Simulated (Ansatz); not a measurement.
# TiSi2: a two-dimensional strain map

Aim: for TiSi2, map the energy over biaxial and axial strain.

Computed with Ansatz 0.2.0 (DFT PBEsol, scalar-relativistic, plane waves, PAW, unless a step's input says otherwise).

1 further run of the same task is left out (set aside as unsound or not needed). Runs told in other sessions of the task aren't counted.

### 1 Starting point

The structure is orthorhombic, space group Immm (No. 71). The conventional cell has a = 2.934 Å, b = 3.389 Å, c = 8.335 Å, α = 90.00°, β = 90.00°, γ = 90.00°. Ti (site symmetry mmm) is surrounded by 10 Si at 2.65 to 2.75 Å and 2 Ti at 2.93 Å. Si (site symmetry mm2) is surrounded by 7 Si at 2.61 to 2.93 Å and 5 Ti at 2.65 to 2.75 Å.

Structure file:

```
CELL_PARAMETERS angstrom
-1.46704 1.69434 4.16747
1.46704 -1.69434 4.16747
1.46704 1.69434 -4.16747
ATOMIC_POSITIONS crystal
Ti 0.00000 0.00000 0.00000
Si 0.33038 0.33038 0.00000
Si 0.66962 0.66962 0.00000
```

It goes back to an entry of the Materials Project, which need not be the stable form.

It is the result of an earlier relaxation at this level (volume 13.81 Å³/atom; gap on the mesh: none (metal)).

### 2 Zero of energy

Reference values: F = -3718.3998 eV; pressure 0.01 GPa; largest force 0.011 eV/Å; gap on the mesh none (metal). It was computed beforehand with the settings of the runs below.

### 3 Next: a two-dimensional strain map

The cell is strained by p along both x and y and by q along z, with fractional coordinates fixed.

### 4 p = -0.050, q = -0.050

input.yaml

```yaml
crystal:
  lattice:
    - [-1.393684938, 1.6096184912, 3.9590951042]
    - [1.393684938, -1.6096184912, 3.9590951042]
    - [1.393684938, 1.6096184912, -3.9590951042]
  atoms:
    - { symbol: Ti, position: [0.0, 0.0, 0.0] }
    - { symbol: Si, position: [0.3303789149, 0.3303789149, 0.0] }
    - { symbol: Si, position: [0.6696210851, 0.6696210851, 0.0] }
basis:
  ecutwfc: 420
kpoints:
  mp_grid: { grid: [22, 22, 22] }
hamiltonian:
  xc: pbesol
scf:
  occupations: { method: gaussian, width: 0.15 }
output:
  forces: true
  stress: true
  eigenvalues: true
```

The run is started by

```console
> ansatz run input.yaml --threads 2 --pin off --max-ram 5120MiB --backend cpu --events-out ev --progress --plain --runs-dir out
```

Standard output (excerpt; [...] marks lines left out):

```text
Warning: RAYON_NUM_THREADS=2 ignored (pool sized by the plan → 2); use --threads N
[...]
Pseudopotentials: kind: paw
Pseudopotential: Ti, paw, valence charge 12, recommended cutoff 420 eV (normal), Ti.paw.azcp
Pseudopotential: Si, paw, valence charge 4, recommended cutoff 420 eV (normal), Si.paw.azcp
Functional definition: PBEsol
[...]
Crystal: 3 atoms, lattice volume = 35.526 Å³
Basis set: ecut = 420 eV, 689 PW (Γ), FFT grids on a1+a3, a2+a3, a3, exchange–correlation on 48×40×64 points (8 copies of the dense FFT grid, shifted against one another)
Bands: 14, of which v1, the nominal top of the filled ones, is band 10 counted from 1 (9 counted from 0)
Symmetry: 8 space group operations
Space group: Immm (ITA 71), of the structure as read, at distance tolerance 3.3e-5 Å
k-points: 1530 of 10648
[...]
SCF iter   1: F=—  HF=-3717.890988 eV  |F-HF|=—  |Δ(HF+E_count)|=         —  Δρ=6.07e-3  dr2=1.27e-2  ethr=1.77e-3  ⟨swp⟩=5.0  Hψ=121424  notcnv=0
[...]
SCF iter   6: F=-3717.887005 eV  HF=-3717.887005 eV  |F-HF|=1.11e-8  |Δ(HF+E_count)|=   2.88e-8  Δρ=6.04e-6  dr2=1.60e-8  ethr=5.00e-10  ⟨swp⟩=5.3  Hψ=88349  notcnv=0
[...]
SCF converged after 6 iterations
Free energy (F): -3717.887005 eV
[...]
E sigma→0 (E₀):  -3717.880492 eV
Entropy (-TS):   -0.013026 eV (-4.342 meV/atom)
Fermi energy:    15.085948 eV
[...]
--- Forces (eV/Å), atoms counted from 1 ---
  atom   1  Ti     0.00000000     0.00000000     0.00000000
  atom   2  Si     0.00000000     0.00000000    -0.11236246
  atom   3  Si     0.00000000     0.00000000     0.11236246
[...]
--- Stress (GPa, compression-positive) ---
       28.882815       0.000000       0.000000
        0.000000      32.901523       0.000000
        0.000000       0.000000      33.512038
  P = ⅓ Tr σ = 31.7655 GPa (317.655 kbar)
--- Band table (eV; the first three rows and the last of 1530) ---
  k-point 0: bands = ["-40.2934", "-16.8260", "-16.7648", "-16.4141", "1.3670", "9.6250", "11.2740", "12.7193", "14.1870", "15.9950", "17.4989", "18.0503", "19.0044", "19.9224"]
[...]
```

Wall time 18 s (2 threads of Arm Neoverse V2, shared host); peak memory 0.91 GiB.

### 5 p = -0.050, q = 0.000

Edit input.yaml of step 4 so:

```diff
@@ -2,5 +2,5 @@
   lattice:
-    - [-1.393684938, 1.6096184912, 3.9590951042]
-    - [1.393684938, -1.6096184912, 3.9590951042]
-    - [1.393684938, 1.6096184912, -3.9590951042]
+    - [-1.393684938, 1.6096184912, 4.1674685307]
+    - [1.393684938, -1.6096184912, 4.1674685307]
+    - [1.393684938, 1.6096184912, -4.1674685307]
   atoms:
```

The run is started by

```console
> ansatz run input.yaml --threads 2 --pin off --max-ram 5120MiB --backend cpu --events-out ev --progress --plain --runs-dir out
```

Standard output (excerpt; [...] marks lines left out):

```text
Warning: RAYON_NUM_THREADS=2 ignored (pool sized by the plan → 2); use --threads N
[...]
[... 4 set-up lines as earlier in the session ...]
[...]
Crystal: 3 atoms, lattice volume = 37.396 Å³
Basis set: ecut = 420 eV, 729 PW (Γ), FFT grids on a1+a3, a2+a3, a3, exchange–correlation on 48×40×64 points (8 copies of the dense FFT grid, shifted against one another)
Bands: 14, of which v1, the nominal top of the filled ones, is band 10 counted from 1 (9 counted from 0)
[... 2 set-up lines as earlier in the session ...]
k-points: 1530 of 10648
[...]
SCF iter   1: F=—  HF=-3718.144586 eV  |F-HF|=—  |Δ(HF+E_count)|=         —  Δρ=5.98e-3  dr2=1.07e-2  ethr=1.77e-3  ⟨swp⟩=5.0  Hψ=120276  notcnv=0
[...]
SCF iter   6: F=-3718.140924 eV  HF=-3718.140924 eV  |F-HF|=1.66e-9  |Δ(HF+E_count)|=   1.34e-9  Δρ=4.28e-6  dr2=5.03e-9  ethr=5.00e-10  ⟨swp⟩=5.4  Hψ=94401  notcnv=0
[...]
SCF converged after 6 iterations
Free energy (F): -3718.140924 eV
[...]
E sigma→0 (E₀):  -3718.134360 eV
Entropy (-TS):   -0.013129 eV (-4.376 meV/atom)
Fermi energy:    14.368848 eV
[...]
--- Forces (eV/Å), atoms counted from 1 ---
  atom   1  Ti     0.00000000     0.00000000    -0.00000000
  atom   2  Si     0.00000000    -0.00000000    -0.21772970
  atom   3  Si     0.00000000     0.00000000     0.21772970
[...]
--- Stress (GPa, compression-positive) ---
       21.889009      -0.000000       0.000000
       -0.000000      22.947243       0.000000
        0.000000       0.000000      11.431784
  P = ⅓ Tr σ = 18.7560 GPa (187.560 kbar)
--- Band table (eV; the first three rows and the last of 1530) ---
  k-point 0: bands = ["-41.2997", "-17.8261", "-17.7328", "-17.3795", "0.8235", "8.9043", "9.7323", "12.2262", "13.4291", "15.4287", "16.7918", "17.2709", "18.2500", "18.3975"]
[...]
```

Run time: 19 s. Hardware: 2 threads of Arm Neoverse V2, shared host; peak memory 0.93 GiB.

### 6 p = -0.050, q = 0.050

Edit input.yaml of step 5 so:

```diff
@@ -2,5 +2,5 @@
   lattice:
-    - [-1.393684938, 1.6096184912, 4.1674685307]
-    - [1.393684938, -1.6096184912, 4.1674685307]
-    - [1.393684938, 1.6096184912, -4.1674685307]
+    - [-1.393684938, 1.6096184912, 4.3758419572]
+    - [1.393684938, -1.6096184912, 4.3758419572]
+    - [1.393684938, 1.6096184912, -4.3758419572]
   atoms:
```

The run is started by

```console
> ansatz run input.yaml --threads 2 --pin off --max-ram 5120MiB --backend cpu --events-out ev --progress --plain --runs-dir out
```

Standard output (excerpt; [...] marks lines left out):

```text
[...]
SCF converged after 6 iterations
Free energy (F): -3718.183140 eV
[...]
E sigma→0 (E₀):  -3718.176237 eV
Entropy (-TS):   -0.013806 eV (-4.602 meV/atom)
Fermi energy:    13.709354 eV
[...]
--- Forces (eV/Å), atoms counted from 1 ---
  atom   1  Ti    -0.00000000     0.00000000    -0.00000000
  atom   2  Si     0.00000000    -0.00000000    -0.25191578
  atom   3  Si    -0.00000000     0.00000000     0.25191578
[...]
--- Stress (GPa, compression-positive) ---
       15.932034      -0.000000       0.000000
       -0.000000      14.787870      -0.000000
        0.000000      -0.000000      -3.129431
  P = ⅓ Tr σ = 9.1968 GPa (91.968 kbar)
--- Band table (eV; the first three rows and the last of 1530) ---
  k-point 0: bands = ["-42.2245", "-18.7530", "-18.6219", "-18.2688", "0.3391", "8.2384", "8.3813", "11.7829", "12.7306", "14.8874", "16.1840", "16.5360", "16.9569", "17.5470"]
[...]
```

Run time: 20 s. Hardware: 2 threads of Arm Neoverse V2, shared host; peak memory 0.96 GiB.

### 7 Point p = 0.000, q = -0.050

Edit input.yaml of step 6 so:

```diff
@@ -2,5 +2,5 @@
   lattice:
-    - [-1.393684938, 1.6096184912, 4.3758419572]
-    - [1.393684938, -1.6096184912, 4.3758419572]
-    - [1.393684938, 1.6096184912, -4.3758419572]
+    - [-1.4670367768, 1.6943352539, 3.9590951042]
+    - [1.4670367768, -1.6943352539, 3.9590951042]
+    - [1.4670367768, 1.6943352539, -3.9590951042]
   atoms:
```

The run is started by

```console
> ansatz run input.yaml --threads 2 --pin off --max-ram 5120MiB --backend cpu --events-out ev --progress --plain --runs-dir out
```

Standard output (excerpt; [...] marks lines left out):

```text
Warning: RAYON_NUM_THREADS=2 ignored (pool sized by the plan → 2); use --threads N
[...]
[... 4 set-up lines as earlier in the session ...]
[...]
Crystal: 3 atoms, lattice volume = 39.364 Å³
Basis set: ecut = 420 eV, 781 PW (Γ), FFT grids on a1+a3, a2+a3, a3, exchange–correlation on 48×40×64 points (8 copies of the dense FFT grid, shifted against one another)
Bands: 14, of which v1, the nominal top of the filled ones, is band 10 counted from 1 (9 counted from 0)
[... 1 set-up line as earlier in the session ...]
Space group: Immm (ITA 71), of the structure as read, at distance tolerance 3.4e-5 Å
k-points: 1530 of 10648
[...]
SCF iter   1: F=—  HF=-3718.293560 eV  |F-HF|=—  |Δ(HF+E_count)|=         —  Δρ=5.27e-3  dr2=1.46e-2  ethr=1.77e-3  ⟨swp⟩=5.0  Hψ=119899  notcnv=0
[...]
SCF iter   6: F=-3718.289435 eV  HF=-3718.289435 eV  |F-HF|=5.13e-9  |Δ(HF+E_count)|=   2.93e-8  Δρ=7.10e-6  dr2=1.52e-8  ethr=5.00e-10  ⟨swp⟩=5.3  Hψ=95835  notcnv=0
[...]
SCF converged after 6 iterations
Free energy (F): -3718.289435 eV
[...]
E sigma→0 (E₀):  -3718.281515 eV
Entropy (-TS):   -0.015840 eV (-5.280 meV/atom)
Fermi energy:    13.363825 eV
[...]
--- Forces (eV/Å), atoms counted from 1 ---
  atom   1  Ti    -0.00000000     0.00000000     0.00000000
  atom   2  Si     0.00000000     0.00000000     0.11200271
  atom   3  Si    -0.00000000     0.00000000    -0.11200271
[...]
--- Stress (GPa, compression-positive) ---
        4.316606      -0.000000       0.000000
       -0.000000       5.573581      -0.000000
        0.000000      -0.000000      18.243082
  P = ⅓ Tr σ = 9.3778 GPa (93.778 kbar)
--- Band table (eV; the first three rows and the last of 1530) ---
  k-point 0: bands = ["-42.2770", "-18.7358", "-18.7296", "-18.4886", "0.4730", "8.5189", "10.1113", "11.0340", "12.7519", "13.9252", "15.5594", "15.8792", "16.6145", "17.9683"]
[...]
```

Run time: 21 s. Hardware: 2 threads of Arm Neoverse V2, shared host; peak memory 0.96 GiB.

### 8 p = 0.000, q = 0.050

Edit input.yaml of step 7 so:

```diff
@@ -2,5 +2,5 @@
   lattice:
-    - [-1.4670367768, 1.6943352539, 3.9590951042]
-    - [1.4670367768, -1.6943352539, 3.9590951042]
-    - [1.4670367768, 1.6943352539, -3.9590951042]
+    - [-1.4670367768, 1.6943352539, 4.3758419572]
+    - [1.4670367768, -1.6943352539, 4.3758419572]
+    - [1.4670367768, 1.6943352539, -4.3758419572]
   atoms:
```

The run is started by

```console
> ansatz run input.yaml --threads 2 --pin off --max-ram 5120MiB --backend cpu --events-out ev --progress --plain --runs-dir out
```

Standard output (excerpt; [...] marks lines left out):

```text
[...]
SCF converged after 6 iterations
Free energy (F): -3718.316313 eV
[...]
E sigma→0 (E₀):  -3718.309002 eV
Entropy (-TS):   -0.014622 eV (-4.874 meV/atom)
Fermi energy:    12.050633 eV
[...]
--- Forces (eV/Å), atoms counted from 1 ---
  atom   1  Ti     0.00000000     0.00000000     0.00000000
  atom   2  Si     0.00000000     0.00000000    -0.05489609
  atom   3  Si     0.00000000     0.00000000     0.05489609
[...]
--- Stress (GPa, compression-positive) ---
       -3.342990       0.000000       0.000000
        0.000000      -4.175746       0.000000
        0.000000       0.000000     -12.086374
  P = ⅓ Tr σ = -6.5350 GPa (-65.350 kbar)
--- Band table (eV; the first three rows and the last of 1530) ---
  k-point 0: bands = ["-44.0872", "-20.5444", "-20.4853", "-20.2211", "-0.4312", "7.2246", "7.3600", "10.1453", "11.3647", "12.9112", "14.2801", "14.4638", "15.3205", "15.3483"]
[...]
```

Wall time 22 s (2 threads of Arm Neoverse V2, shared host); peak memory 1 GiB.

### 9 Point p = 0.050, q = -0.050

Edit input.yaml of step 8 so:

```diff
@@ -2,5 +2,5 @@
   lattice:
-    - [-1.4670367768, 1.6943352539, 4.3758419572]
-    - [1.4670367768, -1.6943352539, 4.3758419572]
-    - [1.4670367768, 1.6943352539, -4.3758419572]
+    - [-1.5403886156, 1.7790520166, 3.9590951042]
+    - [1.5403886156, -1.7790520166, 3.9590951042]
+    - [1.5403886156, 1.7790520166, -3.9590951042]
   atoms:
```

The run is started by

```console
> ansatz run input.yaml --threads 2 --pin off --max-ram 5120MiB --backend cpu --events-out ev --progress --plain --runs-dir out
```

Standard output (excerpt; [...] marks lines left out):

```text
[...]
SCF converged after 6 iterations
Free energy (F): -3718.197846 eV
[...]
E sigma→0 (E₀):  -3718.187788 eV
Entropy (-TS):   -0.020117 eV (-6.706 meV/atom)
Fermi energy:    11.870993 eV
[...]
--- Forces (eV/Å), atoms counted from 1 ---
  atom   1  Ti     0.00000000     0.00000000     0.00000000
  atom   2  Si     0.00000000     0.00000000     0.29630981
  atom   3  Si     0.00000000     0.00000000    -0.29630981
[...]
--- Stress (GPa, compression-positive) ---
       -9.604385       0.000000       0.000000
        0.000000     -11.703457       0.000000
        0.000000       0.000000       8.023757
  P = ⅓ Tr σ = -4.4280 GPa (-44.280 kbar)
--- Band table (eV; the first three rows and the last of 1530) ---
  k-point 0: bands = ["-44.0510", "-20.4895", "-20.4410", "-20.3180", "-0.3003", "7.5646", "9.0629", "9.6059", "11.4721", "12.1472", "13.7020", "13.9952", "14.5775", "16.1651"]
[...]
```

It took 24 s on 2 threads of Arm Neoverse V2, shared host; peak memory 1 GiB.

### 10 At p = 0.050, q = 0.000

Edit input.yaml of step 9 so:

```diff
@@ -2,5 +2,5 @@
   lattice:
-    - [-1.5403886156, 1.7790520166, 3.9590951042]
-    - [1.5403886156, -1.7790520166, 3.9590951042]
-    - [1.5403886156, 1.7790520166, -3.9590951042]
+    - [-1.5403886156, 1.7790520166, 4.1674685307]
+    - [1.5403886156, -1.7790520166, 4.1674685307]
+    - [1.5403886156, 1.7790520166, -4.1674685307]
   atoms:
```

The run is started by

```console
> ansatz run input.yaml --threads 2 --pin off --max-ram 5120MiB --backend cpu --events-out ev --progress --plain --runs-dir out
```

Standard output (excerpt; [...] marks lines left out):

```text
Warning: RAYON_NUM_THREADS=2 ignored (pool sized by the plan → 2); use --threads N
[...]
[... 4 set-up lines as earlier in the session ...]
[...]
Crystal: 3 atoms, lattice volume = 45.683 Å³
Basis set: ecut = 420 eV, 877 PW (Γ), FFT grids on a1+a3, a2+a3, a3, exchange–correlation on 48×48×64 points (8 copies of the dense FFT grid, shifted against one another)
Bands: 14, of which v1, the nominal top of the filled ones, is band 10 counted from 1 (9 counted from 0)
[... 1 set-up line as earlier in the session ...]
Space group: Immm (ITA 71), of the structure as read, at distance tolerance 3.6e-5 Å
k-points: 1530 of 10648
[...]
SCF converged after 6 iterations
Free energy (F): -3718.200585 eV
[...]
E sigma→0 (E₀):  -3718.191108 eV
Entropy (-TS):   -0.018953 eV (-6.318 meV/atom)
Fermi energy:    11.211429 eV
[...]
--- Forces (eV/Å), atoms counted from 1 ---
  atom   1  Ti     0.00000000     0.00000000     0.00000000
  atom   2  Si     0.00000000    -0.00000000     0.14612136
  atom   3  Si     0.00000000     0.00000000    -0.14612136
[...]
--- Stress (GPa, compression-positive) ---
      -12.875941       0.000000       0.000000
        0.000000     -14.465887      -0.000000
        0.000000      -0.000000      -6.669965
  P = ⅓ Tr σ = -11.3373 GPa (-113.373 kbar)
--- Band table (eV; the first three rows and the last of 1530) ---
  k-point 0: bands = ["-44.9316", "-21.3459", "-21.3172", "-21.1618", "-0.7209", "6.9400", "7.6668", "9.1619", "10.7821", "11.6687", "13.0274", "13.3117", "13.9766", "15.0009"]
[...]
```

Run time: 31 s. Hardware: 2 threads of Arm Neoverse V2, shared host; peak memory 1.1 GiB.

### 11 Point p = 0.050, q = 0.050

Edit input.yaml of step 10 so:

```diff
@@ -2,5 +2,5 @@
   lattice:
-    - [-1.5403886156, 1.7790520166, 4.1674685307]
-    - [1.5403886156, -1.7790520166, 4.1674685307]
-    - [1.5403886156, 1.7790520166, -4.1674685307]
+    - [-1.5403886156, 1.7790520166, 4.3758419572]
+    - [1.5403886156, -1.7790520166, 4.3758419572]
+    - [1.5403886156, 1.7790520166, -4.3758419572]
   atoms:
```

The run is started by

```console
> ansatz run input.yaml --threads 2 --pin off --max-ram 5120MiB --backend cpu --events-out ev --progress --plain --runs-dir out
```

Standard output (excerpt; [...] marks lines left out):

```text
[...]
SCF converged after 6 iterations
Free energy (F): -3718.030903 eV
[...]
E sigma→0 (E₀):  -3718.022194 eV
Entropy (-TS):   -0.017419 eV (-5.806 meV/atom)
Fermi energy:    10.618527 eV
[...]
--- Forces (eV/Å), atoms counted from 1 ---
  atom   1  Ti     0.00000000     0.00000000    -0.00000000
  atom   2  Si     0.00000000    -0.00000000     0.09282580
  atom   3  Si     0.00000000     0.00000000    -0.09282580
[...]
--- Stress (GPa, compression-positive) ---
      -14.894598       0.000000       0.000000
        0.000000     -16.306822      -0.000000
        0.000000      -0.000000     -16.457205
  P = ⅓ Tr σ = -15.8862 GPa (-158.862 kbar)
--- Band table (eV; the first three rows and the last of 1530) ---
  k-point 0: bands = ["-45.7384", "-22.1348", "-22.1286", "-21.9321", "-1.1002", "6.3635", "6.4427", "8.7610", "10.1517", "11.2137", "12.4657", "12.6725", "13.4162", "13.8547"]
[...]
```

It took 23 s on 2 threads of Arm Neoverse V2, shared host; peak memory 1.1 GiB.

### 12 At p = -0.050, q = -0.025

Edit input.yaml of step 11 so:

```diff
@@ -2,5 +2,5 @@
   lattice:
-    - [-1.5403886156, 1.7790520166, 4.3758419572]
-    - [1.5403886156, -1.7790520166, 4.3758419572]
-    - [1.5403886156, 1.7790520166, -4.3758419572]
+    - [-1.393684938, 1.6096184912, 4.0632818174]
+    - [1.393684938, -1.6096184912, 4.0632818174]
+    - [1.393684938, 1.6096184912, -4.0632818174]
   atoms:
```

The run is started by

```console
> ansatz run input.yaml --threads 2 --pin off --max-ram 5120MiB --backend cpu --events-out ev --progress --plain --runs-dir out
```

Standard output (excerpt; [...] marks lines left out):

```text
Warning: RAYON_NUM_THREADS=2 ignored (pool sized by the plan → 2); use --threads N
[...]
[... 4 set-up lines as earlier in the session ...]
[...]
Crystal: 3 atoms, lattice volume = 36.461 Å³
Basis set: ecut = 420 eV, 729 PW (Γ), FFT grids on a1+a3, a2+a3, a3, exchange–correlation on 48×40×64 points (8 copies of the dense FFT grid, shifted against one another)
Bands: 14, of which v1, the nominal top of the filled ones, is band 10 counted from 1 (9 counted from 0)
[... 2 set-up lines as earlier in the session ...]
k-points: 1530 of 10648
[...]
SCF iter   1: F=—  HF=-3718.049927 eV  |F-HF|=—  |Δ(HF+E_count)|=         —  Δρ=6.00e-3  dr2=1.17e-2  ethr=1.77e-3  ⟨swp⟩=5.0  Hψ=120793  notcnv=0
[...]
SCF iter   6: F=-3718.046090 eV  HF=-3718.046090 eV  |F-HF|=1.93e-9  |Δ(HF+E_count)|=   1.85e-8  Δρ=4.83e-6  dr2=5.81e-9  ethr=5.00e-10  ⟨swp⟩=5.4  Hψ=96821  notcnv=0
[...]
SCF converged after 6 iterations
Free energy (F): -3718.046090 eV
[...]
E sigma→0 (E₀):  -3718.039602 eV
Entropy (-TS):   -0.012977 eV (-4.326 meV/atom)
Fermi energy:    14.717068 eV
[...]
--- Forces (eV/Å), atoms counted from 1 ---
  atom   1  Ti     0.00000000     0.00000000     0.00000000
  atom   2  Si     0.00000000     0.00000000    -0.17631386
  atom   3  Si     0.00000000     0.00000000     0.17631386
[...]
--- Stress (GPa, compression-positive) ---
       25.204875       0.000000       0.000000
        0.000000      27.639753       0.000000
        0.000000       0.000000      21.406709
  P = ⅓ Tr σ = 24.7504 GPa (247.504 kbar)
--- Band table (eV; the first three rows and the last of 1530) ---
  k-point 0: bands = ["-40.8071", "-17.3348", "-17.2594", "-16.9068", "1.0873", "9.2568", "10.4773", "12.4661", "13.7999", "15.7086", "17.1316", "17.6548", "18.6205", "19.1527"]
[...]
```

Run time: 20 s. Hardware: 2 threads of Arm Neoverse V2, shared host; peak memory 0.92 GiB.

### 13 Results of the scan

Energy above the undisturbed cell in meV/atom; points alike by symmetry are filled in, and a dash was not computed:

```csv
p \ q,-0.050,-0.025,0.000,0.025,0.050
-0.050,170.9,117.9,86.3,–,72.2
-0.025,–,–,–,–,–
0.000,36.8,–,0.0,–,27.8
0.025,–,–,–,–,–
0.050,67.3,–,66.4,–,123.0
```

Pressure in GPa:

| p \ q | -0.050 | -0.025 | 0.000 | 0.025 | 0.050 |
| --- | --- | --- | --- | --- | --- |
| -0.050 | 31.8 | 24.8 | 18.8 | – | 9.2 |
| -0.025 | – | – | – | – | – |
| 0.000 | 9.4 | – | 0.0 | – | -6.5 |
| 0.025 | – | – | – | – | – |
| 0.050 | -4.4 | – | -11.3 | – | -15.9 |

### 14 Summary of results

| quantity | value |
| --- | --- |
| highest point | 170.9 meV/atom at (p, q) = (-0.050, -0.050) |
| lowest point away from the origin | 27.8 meV/atom at (0.000, 0.050) |

No computed point lies below the origin. At |p| = |q| = 0.050, points where p and q have the same sign cost 146.9 meV/atom on average, those of opposite sign 69.8: stretching in the plane is cheaper with a contraction along z.
